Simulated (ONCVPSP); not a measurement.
# An ONCV potential for neodymium, from input to tests

Task: generate the file, and judge it by its errors in other configurations, its logarithmic derivatives, its ghosts and its cutoff.

The numbers are computed with ONCVPSP 4.0.1 (PBEsol, fully relativistic, spin-unpolarised reference atom).

## Step 1: The atom and the settings

Typed settings, in words:

| Quantity | Value |
| --- | --- |
| element | neodymium (Nd, Z = 60) |
| type | optimised norm-conserving Vanderbilt (ONCV) |
| frozen core | [Kr] 4d10 4f3 |
| valence charge | 11 |
| reference configuration | 5s2 5p6 5d1 (charge +2) |
| partial waves | 5s: rc 2.50 bohr, ncon 4, nbas 7, qcut 5 1/bohr, 2 projectors, debl 3 Ha; 5p: rc 1.85 bohr, ncon 4, nbas 8, qcut 5.4 1/bohr, 2 projectors, debl 3.8 Ha; 5d: rc 3.85 bohr, ncon 4, nbas 8, qcut 4 1/bohr, 3 projectors, debl 2.5 Ha |
| local potential | polynomial inside 1.60 bohr (lpopt 5, dvloc0 2 Ha) |
| core correction | Teter function, fcfact 6, rcfact 1.1 |

The outer shells as boxes (Hund's rule for the drawing; the calculation is spin-unpolarised):

```
[Kr] core
4d [↑↓][↑↓][↑↓][↑↓][↑↓]
4f [↑ ][↑ ][↑ ][  ][  ][  ][  ]
5s [↑↓]
5p [↑↓][↑↓][↑↓]
5d [↑ ][  ][  ][  ][  ]
```

An earlier all-electron run gives the scale for the radii.

All-electron outer shells of the reference configuration (PBEsol, scalar-relativistic, ld1.x):

```json
{"shell": "5p", "level (eV)": "-37.76", "outermost node (bohr)": "0.77", "outermost maximum (bohr)": "1.46"}
{"shell": "4f", "level (eV)": "-20.08", "outermost node (bohr)": "–", "outermost maximum (bohr)": "0.65"}
{"shell": "5d", "level (eV)": "-15.01", "outermost node (bohr)": "0.87", "outermost maximum (bohr)": "2.00"}
{"shell": "6s", "level (eV)": "-14.06", "outermost node (bohr)": "1.71", "outermost maximum (bohr)": "3.22"}
{"shell": "6p", "level (eV)": "-10.14", "outermost node (bohr)": "2.00", "outermost maximum (bohr)": "3.93"}
```

## Step 2: Generating the potential

Contents of Nd.dat:

```
# ATOM AND REFERENCE CONFIGURATION
# atsym  z   nc   nv     iexc    psfile
  Nd 60.00   10    3  -116133      upf
#
#   n    l    f
    1    0    2.00
    2    0    2.00
    2    1    6.00
    3    0    2.00
    3    1    6.00
    3    2   10.00
    4    0    2.00
    4    1    6.00
    4    2   10.00
    4    3    3.00
    5    0    2.00
    5    1    6.00
    5    2    1.00
#
# PSEUDOPOTENTIAL AND OPTIMIZATION
# lmax
    2
#
#   l,   rc,      ep,       ncon, nbas, qcut
    0    2.50    0.00    4    7    5.00
    1    1.85    0.00    4    8    5.40
    2    3.85    0.00    4    8    4.00
#
# LOCAL POTENTIAL
# lloc, lpopt,  rc(5),   dvloc0
    4    5    1.60    2.00
#
# VANDERBILT-KLEINMAN-BYLANDER PROJECTORs
# l, nproj, debl
    0    2    3.00
    1    2    3.80
    2    3    2.50
#
# MODEL CORE CHARGE
# icmod, fcfact, rcfact
    3    6.00    1.10
#
# LOG DERIVATIVE ANALYSIS
# epsh1, epsh2, depsh
   -4.00    5.00    0.02
#
# OUTPUT GRID
# rlmax, drl
    6.00    0.01
#
# TEST CONFIGURATIONS
# ncnf
    4
# nvcnf
#   n    l    f
    4
    5    0    2.00
    5    1    6.00
    5    2    1.00
    6    0    2.00
#
    4
    5    0    2.00
    5    1    6.00
    5    2    1.00
    6    0    1.00
#
    3
    5    0    2.00
    5    1    6.00
    5    2    0.00
#
    4
    5    0    1.00
    5    1    6.00
    5    2    1.00
    6    0    2.00
#
```

The run is started by

```bash
$ oncvpspr.x < Nd.dat > Nd.out
```

**Question.** What will these runs give? Wanted: cutoffs for 1 and 0.1 mHa per electron, occupied waves; bound ghosts; GHOST(+) flags; largest test error; largest phase difference near zero energy, channels read; rms error of d²Exc/dn², without and with the model core; projector energies reset by the program.

As calculated:

| quantity | value |
| --- | --- |
| cutoffs for 1 and 0.1 mHa per electron, occupied waves | 13 Ha and 37 Ha |
| bound ghosts | d5/2 at -198.14 eV |
| GHOST(+) flags | s at 83 eV, d3/2 at 46 eV |
| largest test error (AE − PS) | -259 meV, for 5s1 5p6 5d1 6s2 |
| largest phase difference near zero energy, channels read | 0.287 rad |
| rms error of d²Exc/dn², without and with the model core | 9.73 and 6.00 mHa |
| projector energies reset by the program | s: -2.087, 0.050 Ha |

**Reading.** A bound ghost (d5/2) makes it unfit for use: electrons can fall into a state that the atom doesn't have. By total energies transferability is poor: the largest error is 259 meV on 31.3 eV, for 5s1 5p6 5d1 6s2. It counts as soft on the atom at that tolerance, with 13 Ha needed at the looser tolerance. The tighter tolerance needs 37 Ha, and converged work needs a cutoff nearer that. At the looser tolerance the 5p wave is the slowest; 5s needs 8 Ha. Of the channels read, d5/2 scatters worst near zero energy, by up to 0.29 rad. The program also flags highly localised states, GHOST(+) (s, d3/2). Note that the frozen 4f shell (-20 eV) lies higher than the valence 5s shell (-57 eV).
